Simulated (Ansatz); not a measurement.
# LaRuGe3 (I4mm): the equilibrium volume

At what volume is LaRuGe3 (I4mm) free of pressure?

Computed with Ansatz 0.2.0 (DFT PBEsol, scalar-relativistic, plane waves, PAW, unless a step's input says otherwise).

## (1) The system as given

The structure is tetragonal, space group I4mm (No. 107). Conventional cell: a = 4.452 Å, b = 4.452 Å, c = 10.174 Å, α = 90.00°, β = 90.00°, γ = 90.00°. Ge (site symmetry 4mm) has 1 Ru at 2.38 Å in its first shell of neighbours. Ge (site symmetry 2mm) is surrounded by 2 Ru at 2.45 Å and 2 Ge at 2.79 Å. Around La (site symmetry 4mm) lie 12 Ge at 3.24 to 3.46 Å and 5 Ru at 3.45 to 3.55 Å. Around Ru (site symmetry 4mm) lie 5 Ge at 2.38 to 2.45 Å.

Coordinates:

```cif
data_structure
_symmetry_space_group_name_H-M 'I4mm'
_symmetry_Int_Tables_number 107
_cell_length_a 4.4516
_cell_length_b 4.4516
_cell_length_c 10.1738
_cell_angle_alpha 90.000
_cell_angle_beta 90.000
_cell_angle_gamma 90.000
_cell_volume 201.62
loop_
_atom_site_label
_atom_site_type_symbol
_atom_site_symmetry_multiplicity
_atom_site_Wyckoff_symbol
_atom_site_fract_x
_atom_site_fract_y
_atom_site_fract_z
_atom_site_occupancy
Ge1 Ge 2 a 0.00000 0.00000 0.42502 1
Ge2 Ge 4 b 0.50000 0.00000 0.25922 1
La1 La 2 a 0.50000 0.50000 0.49840 1
Ru1 Ru 2 a 0.50000 0.50000 0.15914 1
```

## (2) The first run (PBEsol, 6×6×6 mesh)

Input file input.yaml:

```yaml
crystal:
  lattice:
    - [-2.2258248, 2.2258248, 5.08688805]
    - [2.2258248, -2.2258248, 5.08688805]
    - [2.2258248, 2.2258248, -5.08688805]
  atoms:
    - { symbol: Ge, position: [0.42501812, 0.42501812, 0.0] }
    - { symbol: Ge, position: [0.25921965, 0.75921965, 0.5] }
    - { symbol: Ge, position: [0.75921965, 0.25921965, 0.5] }
    - { symbol: La, position: [0.99840456, 0.99840456, 0.0] }
    - { symbol: Ru, position: [0.65913703, 0.65913703, 0.0] }
basis:
  ecutwfc: 420
kpoints:
  mp_grid: { grid: [6, 6, 6] }
hamiltonian:
  xc: pbesol
scf:
  occupations: { method: gaussian, width: 0.1 }
output:
  forces: true
  stress: true
  eigenvalues: true
```

On the command line:

```
$ ansatz run input.yaml --threads 8 --pin off --max-ram 14336MiB --backend cpu --events-out ev --progress --plain --runs-dir out
```

The program printed, cut to the lines that bear on the results:

```text
Warning: RAYON_NUM_THREADS=8 ignored (pool sized by the plan → 8); use --threads N
[...]
Pseudopotentials: kind: paw
Pseudopotential: Ge, paw, valence charge 14, recommended cutoff 420 eV (normal), Ge.paw.azcp
Pseudopotential: La, paw, valence charge 11, recommended cutoff 420 eV (normal), La.paw.azcp
Pseudopotential: Ru, paw, valence charge 16, recommended cutoff 420 eV (normal), Ru.paw.azcp
Functional definition: PBEsol
[...]
Crystal: 5 atoms, lattice volume = 100.808 Å³
Basis set: ecut = 420 eV, 1985 PW (Γ), exchange–correlation on 80×80×80 points (8 copies of the dense FFT grid, shifted against one another)
Bands: 42, of which v1, the nominal top of the filled ones, is band 35 counted from 1 (34 counted from 0)
Symmetry: 8 space group operations
Space group: I4mm (ITA 107), of the structure as read, at distance tolerance 4.7e-5 Å
k-points: 30 of 216 (time reversal used)
[...]
SCF iter   1: F=—  HF=-24741.596539 eV  |F-HF|=—  |Δ(HF+E_count)|=         —  Δρ=6.58e-3  dr2=6.26e-2  ethr=1.77e-3  ⟨swp⟩=5.1  Hψ=4019  notcnv=0
[...]
SCF iter   7: F=-24741.590371 eV  HF=-24741.590371 eV  |F-HF|=2.25e-8  |Δ(HF+E_count)|=   5.39e-8  Δρ=5.46e-6  dr2=5.03e-8  ethr=1.45e-10  ⟨swp⟩=8.8  Hψ=5547  notcnv=0
[...]
SCF converged after 7 iterations
Free energy (F): -24741.590371 eV
[...]
E sigma→0 (E₀):  -24741.586670 eV
Entropy (-TS):   -0.007402 eV (-1.480 meV/atom)
Fermi energy:    13.074837 eV
[...]
--- Forces (eV/Å), atoms counted from 1 ---
  atom   1  Ge     0.00000000    -0.00000000     0.10318572
  atom   2  Ge    -0.00000000     0.00000000    -0.04251924
  atom   3  Ge    -0.00000000    -0.00000000    -0.04251924
  atom   4  La    -0.00000000    -0.00000000    -0.04428349
  atom   5  Ru    -0.00000000     0.00000000     0.02622360
[...]
--- Stress (GPa, compression-positive) ---
       -3.854114       0.000000      -0.000000
        0.000000      -3.854114      -0.000000
       -0.000000      -0.000000      -3.296778
  P = ⅓ Tr σ = -3.6683 GPa (-36.683 kbar)
--- Band table (eV; the first three rows and the last of 30) ---
[...]
```

It took 1.7 s on 8 threads of Intel Xeon Platinum 8375C at 2.90GHz (Ice Lake), shared host; peak memory 0.6 GiB.

This gives: volume 20.162 Å³/atom, pressure -3.67 GPa, a metal on this mesh.

## (3) Full relaxation

input.yaml: that of step 2 with these lines changed.

```diff
@@ -14,3 +14,3 @@
 kpoints:
-  mp_grid: { grid: [6, 6, 6] }
+  mp_grid: { grid: [10, 10, 10] }
 hamiltonian:
@@ -18,3 +18,3 @@
 scf:
-  occupations: { method: gaussian, width: 0.1 }
+  occupations: { method: gaussian, width: 0.05 }
 output:
@@ -23 +23,10 @@
   eigenvalues: true
+  write_density: true
+  write_potential: true
+  elf: true
+  volumetric_format: npy
+relax:
+  adjacent_minimum: "off"
+  f_tol: 0.005
+  max_steps: 80
+  cell: { stress_tol: 0.05 }
```

On the command line:

```
$ ansatz run input.yaml --threads 8 --pin off --max-ram 14336MiB --backend cpu --events-out ev --progress --plain --runs-dir out
```

The program printed:

```text
Warning: RAYON_NUM_THREADS=8 ignored (pool sized by the plan → 8); use --threads N
Engine: ansatz 0.2.0, x86_64-unknown-linux-gnu
[... 5 set-up lines as earlier in the session ...]
  exchange = pbesol_x
  correlation = pbesol_c
Crystal: 5 atoms, lattice volume = 100.808 Å³
Basis set: ecut = 420 eV, 1985 PW (Γ), exchange–correlation on 80×80×80 points (8 copies of the dense FFT grid, shifted against one another)
Bands: 42, of which v1, the nominal top of the filled ones, is band 35 counted from 1 (34 counted from 0)
[... 2 set-up lines as earlier in the session ...]
k-points: 102 of 1000 (time reversal used)
Non-local potential: Ge, projectors of the file, l = 0: 2, l = 1: 2, l = 2: 3, l = 3: 1
Non-local potential: La, projectors of the file, l = 0: 3, l = 1: 2, l = 2: 2, l = 3: 3
Non-local potential: Ru, projectors of the file, l = 0: 3, l = 1: 2, l = 2: 2, l = 3: 1
PAW form: soft (Blöchl's): semilocal exchange-correlation on the pseudo side does not see the compensation charge
PAW frozen core: Ge, regenerated for the run's functional, and the local potential with it (the file was generated under x = pbe(κ = 0.804, μ = 0.2195149727645171), c = pbe(β = 0.06672455060314922))
PAW frozen core: La, regenerated for the run's functional, and the local potential with it (the file was generated under x = pbe(κ = 0.804, μ = 0.2195149727645171), c = pbe(β = 0.06672455060314922))
PAW frozen core: Ru, regenerated for the run's functional, and the local potential with it (the file was generated under x = pbe(κ = 0.804, μ = 0.2195149727645171), c = pbe(β = 0.06672455060314922))
PAW one-centre angular grid: Ge, 590 points (default); XC on 64 Gauss nodes
PAW one-centre angular grid: La, 590 points (default); XC on 64 Gauss nodes
PAW one-centre angular grid: Ru, 590 points (default); XC on 64 Gauss nodes
Initial density: superposition of atomic densities (neutral atoms: chi_scale 0, normalization atom), corrected by the library's trained network
Initial wavefunctions: pseudopotential atomic-orbital guess
Functional: x = pbesol(κ = 0.804, μ = 0.12345679012345678), c = pbesol(β = 0.046)
SCF iter   1: F=—  HF=-24741.582838 eV  |F-HF|=—  |Δ(HF+E_count)|=         —  Δρ=6.52e-3  dr2=6.18e-2  ethr=1.77e-3  ⟨swp⟩=5.5  Hψ=14095  notcnv=0
preconditioner: auto → Kerker (q_TF=auto, 2.561 Å⁻¹)  [metal: Δε(μ)=0.014 eV  Ē_g=17.275 eV  σ=0.050 eV  W_gap=0.16  n_scr=32 (ndim 8)  ℏωp=28.4 eV  f_vac=0.000  D(μ)=2.39/eV (n_scr^D=14)]
SCF iter   2: F=—  HF=-24741.577251 eV  |F-HF|=—  |Δ(HF+E_count)|=   5.59e-3  Δρ=2.62e-3  dr2=7.61e-3  ethr=8.96e-5  ⟨swp⟩=2.5  Hψ=7700  notcnv=0  defer=2
SCF iter   3: F=—  HF=-24741.576845 eV  |F-HF|=—  |Δ(HF+E_count)|=   4.06e-4  Δρ=8.67e-4  dr2=6.48e-4  ethr=1.10e-5  ⟨swp⟩=2.0  Hψ=5360  notcnv=0  defer=2
SCF iter   4: F=—  HF=-24741.576799 eV  |F-HF|=—  |Δ(HF+E_count)|=   4.63e-5  Δρ=3.43e-4  dr2=1.28e-4  ethr=9.39e-7  ⟨swp⟩=2.2  Hψ=7356  notcnv=0  defer=2
SCF iter   5: F=—  HF=-24741.576766 eV  |F-HF|=—  |Δ(HF+E_count)|=   3.23e-5  Δρ=8.80e-5  dr2=8.95e-6  ethr=1.85e-7  ⟨swp⟩=2.0  Hψ=7066  notcnv=0  defer=2
SCF iter   6: F=—  HF=-24741.576761 eV  |F-HF|=—  |Δ(HF+E_count)|=   5.67e-6  Δρ=2.32e-5  dr2=9.40e-7  ethr=1.30e-8  ⟨swp⟩=2.0  Hψ=7182  notcnv=0  defer=2
SCF iter   7: F=-24741.576760 eV  HF=-24741.576760 eV  |F-HF|=5.69e-8  |Δ(HF+E_count)|=   1.00e-7  Δρ=6.95e-6  dr2=7.21e-8  ethr=1.45e-10  ⟨swp⟩=12.0  Hψ=32251  notcnv=0
SCF 1 converged in 7 iterations: F = -24741.576760 eV  dr2 = 7.21e-8
relax step   1: F+E_penalty+E_count = -24741.57676038 eV  Δ(F+E_penalty+E_count) = +0.000e0 eV  max|allowed force component| = 1.071e-1 eV/Å  Δτ_max = 0.0000 Å  P = -3.663 GPa  Ω = 100.808 Å³  (7 SCF iters, dr2 threshold 1.00e-7 eV, accepted)
Crystal: 5 atoms, lattice volume = 95.580 Å³
Basis set: ecut = 420 eV, 1889 PW (Γ), exchange–correlation on 80×80×80 points (8 copies of the dense FFT grid, shifted against one another)
Initial density: handed on by an earlier stage of this run
Initial wavefunctions: those handed on with the density
iter 1 solved again at ethr=1.07e-4 eV; its pass at ethr=3.10e-3 eV (dr2=7.39e-2 eV) is discarded
SCF iter   1: F=—  HF=-24741.617218 eV  |F-HF|=—  |Δ(HF+E_count)|=         —  Δρ=5.91e-3  dr2=7.50e-2  ethr=1.07e-4  ⟨swp⟩=2.0  Hψ=21268  notcnv=0
preconditioner: auto → Kerker (q_TF=auto, 2.584 Å⁻¹)  [metal: Δε(μ)=0.025 eV  Ē_g=17.425 eV  σ=0.050 eV  W_gap=0.27  n_scr=32 (ndim 8)  ℏωp=29.2 eV  f_vac=0.000  D(μ)=2.61/eV (n_scr^D=14)]
SCF iter   2: F=—  HF=-24741.608778 eV  |F-HF|=—  |Δ(HF+E_count)|=   8.44e-3  Δρ=2.41e-3  dr2=1.39e-2  ethr=1.07e-4  ⟨swp⟩=2.0  Hψ=5464  notcnv=0
SCF iter   3: F=—  HF=-24741.606488 eV  |F-HF|=—  |Δ(HF+E_count)|=   2.29e-3  Δρ=6.92e-4  dr2=1.28e-3  ethr=2.02e-5  ⟨swp⟩=2.0  Hψ=6723  notcnv=0
SCF iter   4: F=—  HF=-24741.606168 eV  |F-HF|=—  |Δ(HF+E_count)|=   3.20e-4  Δρ=1.82e-4  dr2=5.54e-5  ethr=1.86e-6  ⟨swp⟩=2.0  Hψ=6629  notcnv=0
SCF iter   5: F=—  HF=-24741.606142 eV  |F-HF|=—  |Δ(HF+E_count)|=   2.63e-5  Δρ=1.05e-4  dr2=1.53e-5  ethr=8.03e-8  ⟨swp⟩=2.1  Hψ=7413  notcnv=0
SCF iter   6: F=—  HF=-24741.606135 eV  |F-HF|=—  |Δ(HF+E_count)|=   7.09e-6  Δρ=3.23e-5  dr2=1.72e-6  ethr=2.21e-8  ⟨swp⟩=2.0  Hψ=7370  notcnv=0
SCF iter   7: F=-24741.606134 eV  HF=-24741.606134 eV  |F-HF|=2.63e-8  |Δ(HF+E_count)|=   3.57e-7  Δρ=7.31e-6  dr2=7.15e-8  ethr=7.25e-10  ⟨swp⟩=11.0  Hψ=33754  notcnv=0
SCF 2 converged in 7 iterations: F = -24741.606134 eV  dr2 = 7.15e-8
relax step   2: F+E_penalty+E_count = -24741.60613417 eV  Δ(F+E_penalty+E_count) = -2.937e-2 eV  max|allowed force component| = 5.516e-2 eV/Å  Δτ_max = 0.0149 Å  P = +2.088 GPa  Ω = 95.580 Å³  energy of the carried Pulay correction = +8.582e-4 eV  (7 SCF iters, dr2 threshold 5.00e-7 eV, accepted)
Crystal: 5 atoms, lattice volume = 97.459 Å³
Basis set: ecut = 420 eV, 1929 PW (Γ), exchange–correlation on 80×80×80 points (8 copies of the dense FFT grid, shifted against one another)
iter 1 solved again at ethr=1.42e-5 eV; its pass at ethr=3.10e-3 eV (dr2=9.77e-3 eV) is discarded
SCF iter   1: F=—  HF=-24741.619262 eV  |F-HF|=—  |Δ(HF+E_count)|=         —  Δρ=2.38e-3  dr2=1.27e-2  ethr=1.42e-5  ⟨swp⟩=2.0  Hψ=21105  notcnv=0
preconditioner: auto → Kerker (q_TF=auto, 2.576 Å⁻¹)  [metal: Δε(μ)=0.018 eV  Ē_g=17.475 eV  σ=0.050 eV  W_gap=0.20  n_scr=32 (ndim 8)  ℏωp=28.9 eV  f_vac=0.000  D(μ)=2.44/eV (n_scr^D=14)]
SCF iter   2: F=—  HF=-24741.617881 eV  |F-HF|=—  |Δ(HF+E_count)|=   1.38e-3  Δρ=9.77e-4  dr2=2.44e-3  ethr=1.42e-5  ⟨swp⟩=2.0  Hψ=4933  notcnv=0
SCF iter   3: F=—  HF=-24741.617513 eV  |F-HF|=—  |Δ(HF+E_count)|=   3.68e-4  Δρ=2.74e-4  dr2=1.93e-4  ethr=3.53e-6  ⟨swp⟩=2.0  Hψ=5092  notcnv=0
SCF iter   4: F=—  HF=-24741.617460 eV  |F-HF|=—  |Δ(HF+E_count)|=   5.25e-5  Δρ=7.19e-5  dr2=1.10e-5  ethr=2.80e-7  ⟨swp⟩=2.0  Hψ=5947  notcnv=0
SCF iter   5: F=—  HF=-24741.617459 eV  |F-HF|=—  |Δ(HF+E_count)|=   1.25e-6  Δρ=3.15e-5  dr2=1.32e-6  ethr=1.60e-8  ⟨swp⟩=2.0  Hψ=7429  notcnv=0
SCF iter   6: F=-24741.617458 eV  HF=-24741.617459 eV  |F-HF|=2.56e-7  |Δ(HF+E_count)|=   7.18e-7  Δρ=1.46e-5  dr2=2.96e-7  ethr=7.25e-10  ⟨swp⟩=11.1  Hψ=38401  notcnv=0
SCF 3 converged in 6 iterations: F = -24741.617458 eV  dr2 = 2.96e-7
relax step   3: F+E_penalty+E_count = -24741.61745828 eV  Δ(F+E_penalty+E_count) = -1.132e-2 eV  max|allowed force component| = 1.697e-2 eV/Å  Δτ_max = 0.0075 Å  P = -0.144 GPa  Ω = 97.459 Å³  energy of the carried Pulay correction = +5.446e-4 eV  (6 SCF iters, dr2 threshold 5.00e-7 eV, accepted)
[... 11 lines left out ...]
relax step   4: F+E_penalty+E_count = -24741.61755259 eV  Δ(F+E_penalty+E_count) = -9.431e-5 eV  max|allowed force component| = 5.812e-3 eV/Å  Δτ_max = 0.0025 Å  P = -0.014 GPa  Ω = 97.364 Å³  energy of the carried Pulay correction = +5.603e-4 eV  (6 SCF iters, dr2 threshold 7.38e-8 eV, accepted)
[... 10 lines left out ...]
relax step   5: F+E_penalty+E_count = -24741.61754524 eV  Δ(F+E_penalty+E_count) = +7.345e-6 eV  max|allowed force component| = 1.013e-2 eV/Å  Δτ_max = 0.0013 Å  P = +0.017 GPa  Ω = 97.357 Å³  energy of the carried Pulay correction = +5.613e-4 eV  (6 SCF iters, dr2 threshold 2.11e-9 eV, rejected (line search))
[... 11 lines left out ...]
relax step   6: F+E_penalty+E_count = -24741.61755874 eV  Δ(F+E_penalty+E_count) = -6.146e-6 eV  max|allowed force component| = 6.990e-4 eV/Å  Δτ_max = 0.0006 Å  P = +0.001 GPa  Ω = 97.358 Å³  energy of the carried Pulay correction = +5.612e-4 eV  (7 SCF iters, accepted)
Initial wavefunctions: pseudopotential atomic-orbital guess (no wavefunctions were taken with the density)
iter 1 solved again at ethr=1.81e-7 eV; its pass at ethr=3.10e-3 eV (dr2=1.25e-4 eV) is discarded
SCF iter   1: F=—  HF=-24741.616964 eV  |F-HF|=—  |Δ(HF+E_count)|=         —  Δρ=3.56e-5  dr2=2.27e-7  ethr=1.81e-7  ⟨swp⟩=3.0  Hψ=26430  notcnv=0
preconditioner: auto → Kerker (q_TF=auto, 2.576 Å⁻¹)  [metal: Δε(μ)=0.023 eV  Ē_g=17.449 eV  σ=0.050 eV  W_gap=0.24  n_scr=32 (ndim 8)  ℏωp=28.9 eV  f_vac=0.000  D(μ)=2.47/eV (n_scr^D=14)]
SCF iter   2: F=—  HF=-24741.616961 eV  |F-HF|=—  |Δ(HF+E_count)|=   3.01e-6  Δρ=2.30e-5  dr2=1.67e-7  ethr=3.29e-10  ⟨swp⟩=2.8  Hψ=7879  notcnv=0
SCF iter   3: F=—  HF=-24741.616961 eV  |F-HF|=—  |Δ(HF+E_count)|=   2.48e-8  Δρ=8.47e-6  dr2=2.69e-8  ethr=2.42e-10  ⟨swp⟩=2.9  Hψ=7941  notcnv=0
SCF iter   4: F=—  HF=-24741.616961 eV  |F-HF|=—  |Δ(HF+E_count)|=   1.14e-8  Δρ=1.22e-6  dr2=1.16e-9  ethr=3.90e-11  ⟨swp⟩=2.1  Hψ=7720  notcnv=0
SCF iter   5: F=—  HF=-24741.616961 eV  |F-HF|=—  |Δ(HF+E_count)|=  1.02e-10  Δρ=3.50e-7  dr2=1.08e-10  ethr=1.69e-12  ⟨swp⟩=2.0  Hψ=7215  notcnv=0
SCF iter   6: F=-24741.616961 eV  HF=-24741.616961 eV  |F-HF|=7.28e-12  |Δ(HF+E_count)|=  4.00e-11  Δρ=5.82e-8  dr2=4.35e-12  ethr=1.00e-12  ⟨swp⟩=6.3  Hψ=22108  notcnv=0
SCF 7 converged in 6 iterations: F = -24741.616961 eV  dr2 = 4.35e-12
relax step   7: F+E_penalty+E_count = -24741.61696140 eV  Δ(F+E_penalty+E_count) = +5.973e-4 eV  max|allowed force component| = 6.698e-4 eV/Å  Δτ_max = 0.0000 Å  P = +0.005 GPa  Ω = 97.358 Å³  stress off target by 5.58e-3 GPa  SCF on the basis re-selected at this cell (its energy is not comparable with the rows above)  (6 SCF iters)
basis re-selected at this cell: Δ(F+E_penalty+E_count) = +5.973e-4 eV, ΔP = +0.004 GPa vs the last step (what re-selecting the basis moved, of the pressure what is left beyond the Pulay correction that the steps carried, after the strain that the cell walked since its last selection, with what the two solves' SCF thresholds leave and, on support functions, any second-order correction that the steps lacked; it is no measure of the basis error at this ecutwfc). This SCF's stress stands 5.58e-3 GPa from its target on what of the cell is left free (relax.cell.stress_tol is 5.00e-2 GPa) and its largest allowed force component is 6.70e-4 eV/Å (relax.f_tol is 5.00e-3 eV/Å): within both
SCF converged after 6 iterations
Free energy (F): -24741.616961 eV
Harris-Foulkes:  -24741.616961 eV  (|F-HF|=7.28e-12)
Internal energy: -24741.613879 eV  (E = F + TS)
E sigma→0 (E₀):  -24741.615420 eV
Entropy (-TS):   -0.003082 eV (-0.616 meV/atom)
Fermi energy:    13.666248 eV
--- Per-component energies (eV) ---
  E_band       = -434.628027
  E_kinetic    = 1046.859047
  E_local      = -9040.989640  (includes V_loc(G=0)·N_el)
  E_nonlocal   = 1702.649941
  E_hartree    = 3833.395650
  E_xc         = -556.194155
  E_vxc        = -584.645423  (∫ρ·V_xc dr)
  E_paw        = -14664.908999  (= ΣΔE_a)
  E_vpaw       = -1225.294018  (= ΣTr[D̂ρ^β])
  E_aug_tail   = 0.000623  (compensation charges beyond the density's cutoff)
  E_ewald      = -7065.602961
  E_core_change = 3.176614  (= ΣΔE_core)
  E_smearing   = -0.003082  (= −TS)
  E_closure    = 0.000000  (closes the sum)
  Σ components = -24741.616961   (vs F -24741.616961, Δ=0.00e0)
--- Forces (eV/Å), atoms counted from 1 ---
  atom   1  Ge    -0.00000000    -0.00000000     0.00058414
  atom   2  Ge    -0.00000000    -0.00000000     0.00019147
  atom   3  Ge     0.00000000    -0.00000000     0.00019147
  atom   4  La     0.00000000     0.00000000    -0.00029764
  atom   5  Ru     0.00000000     0.00000000    -0.00066990
  max |Σ_I F_I| component: 4.53e-7 eV/Å
--- Stress (GPa, compression-positive) ---
        0.004520      -0.000000      -0.000000
       -0.000000       0.004520       0.000000
       -0.000000       0.000000       0.005582
  P = ⅓ Tr σ = 0.0049 GPa (0.049 kbar)
--- Band table (eV; the first three rows and the last of 102) ---
  k-point 0: bands = ["-58.3459", "-28.4463", "-28.4412", "-28.4412", "-18.6902", "-10.6822", "-10.6666", "-10.6561", "-10.6561", "-10.6380", "-10.5845", "-10.5699", "-10.5579", "-10.5468", "-10.5275", "-10.5275", "-10.5120", "-10.4995", "-10.4995", "-10.4889", "-2.5510", "-2.3763", "-2.3763", "2.0130", "6.5798", "6.7995", "9.4275", "9.4275", "10.4858", "10.9702", "11.9019", "11.9511", "12.9359", "12.9359", "14.0748", "14.0748", "15.4525", "15.5209", "15.8968", "15.9257", "15.9257", "16.0736"]
  k-point 1: bands = ["-58.3459", "-28.4461", "-28.4416", "-28.4415", "-18.6879", "-10.6812", "-10.6616", "-10.6565", "-10.6532", "-10.6402", "-10.5809", "-10.5722", "-10.5567", "-10.5526", "-10.5284", "-10.5278", "-10.5127", "-10.5007", "-10.4999", "-10.4901", "-2.5453", "-2.4132", "-2.3981", "2.1955", "6.5077", "6.5925", "9.1877", "9.5800", "10.7318", "11.3641", "11.7425", "11.8862", "12.9762", "13.1381", "13.1726", "13.8834", "15.6112", "15.6617", "15.9070", "15.9119", "15.9352", "16.0954"]
  k-point 2: bands = ["-58.3459", "-28.4458", "-28.4424", "-28.4422", "-18.6818", "-10.6788", "-10.6579", "-10.6476", "-10.6466", "-10.6459", "-10.5780", "-10.5717", "-10.5672", "-10.5536", "-10.5302", "-10.5285", "-10.5145", "-10.5037", "-10.5031", "-10.4914", "-2.5411", "-2.4824", "-2.4549", "2.6892", "5.9480", "6.5228", "8.9987", "9.8934", "10.7242", "11.2911", "11.7510", "12.1153", "12.3457", "12.8917", "13.3608", "13.9811", "15.6044", "15.8168", "15.8522", "15.9314", "15.9987", "16.1089"]
  k-point 101: bands = ["-58.3459", "-28.4464", "-28.4413", "-28.4413", "-18.6884", "-10.6844", "-10.6660", "-10.6562", "-10.6562", "-10.6373", "-10.5864", "-10.5705", "-10.5468", "-10.5461", "-10.5272", "-10.5272", "-10.5207", "-10.4994", "-10.4994", "-10.4881", "-2.7015", "-2.3846", "-2.3846", "2.8141", "5.4839", "6.5875", "9.9312", "9.9386", "9.9386", "11.8666", "11.8666", "11.9582", "12.1563", "13.9361", "14.8123", "14.8123", "14.9232", "15.4121", "15.8699", "15.9385", "16.0243", "16.0243"]
--- Relaxed structure (6 steps of the walk, 5 accepted, 1 SCFs on fresh bases) ---
  F+E_penalty+E_count = -24741.61696140 eV   max|allowed force component| = 6.698e-4 eV/Å   (the final SCF, on the basis selected at the relaxed cell)
  cell:  # Å, volume = 97.3585 Å³
    - [-2.196639363458175, 2.196639363458175, 5.044244675011334]
    - [2.196639363458175, -2.196639363458175, 5.044244675011334]
    - [2.196639363458175, 2.196639363458175, -5.044244675011334]
  atoms:
    - { symbol: Ge, position: [0.4243693946732323, 0.4243693946732323, -2.9616218208521006e-18] }
    - { symbol: Ge, position: [0.2596414088354916, 0.7596414088354916, 0.5] }
    - { symbol: Ge, position: [0.7596414088354916, 0.2596414088354916, 0.5] }
    - { symbol: La, position: [0.9989543808941583, 0.9989543808941583, -6.049378454534096e-18] }
    - { symbol: Ru, position: [0.6583924167616261, 0.6583924167616261, -4.478567407801575e-18] }
```

It took 36 s on 8 threads of Intel Xeon Platinum 8375C at 2.90GHz (Ice Lake), shared host; peak memory 0.88 GiB.

Step by step:

```
step  energy from step 1 (meV/atom)  largest force component (eV/Å)  pressure (GPa)  volume (Å³/atom)
   1                            0.0                           0.107           -3.66            20.162
   2                           -5.9                           0.055            2.09            19.116
   3                           -8.1                           0.017           -0.14            19.492
   4                           -8.2                           0.006           -0.01            19.473
   5                           -8.2                           0.010            0.02            19.471
   6                           -8.2                           0.001            0.00            19.472
   7                           -8.0                           0.001            0.00            19.472
```

Step 1 is the start. Step 5 was tried and not accepted. Step 7 repeats the geometry before it on a plane-wave basis chosen anew for the final cell, which shifts the energy by +0.1 meV/atom. The run keeps the 8 symmetry operations that it found, so it can't reach a distortion that breaks them.

This gives: volume 19.472 Å³/atom, pressure 0.00 GPa, metallic.

## (4) The cell, before and after

The cell before and after:

| cell as typed | before | after | change |
| --- | --- | --- | --- |
| a (Å) | 5.982 | 5.924 | -1.0 % |
| b (Å) | 5.982 | 5.924 | -1.0 % |
| c (Å) | 5.982 | 5.924 | -1.0 % |
| α (°) | 136.31 | 136.47 | +0.16° |
| β (°) | 136.31 | 136.47 | +0.16° |
| γ (°) | 63.50 | 63.25 | -0.24° |
| volume (Å³/atom) | 20.162 | 19.472 | -3.4 % |
| shortest distance (Å) | 2.382 | 2.361 | -0.9 % |
| space group | I4mm | I4mm | same |

## (5) Outcome

```
         quantity                                                                       value
           volume                                                              19.472 Å³/atom
         pressure                                                                    0.00 GPa
conventional cell  a = 4.393 Å, b = 4.393 Å, c = 10.088 Å, α = 90.00°, β = 90.00°, γ = 90.00°
  gap on the mesh                                                                none (metal)
```

Over the 2 runs shown the cell moved from 20.16 to 19.47 Å³/atom, a change of -3.4 %, where the pressure is zero within 0.01 GPa.
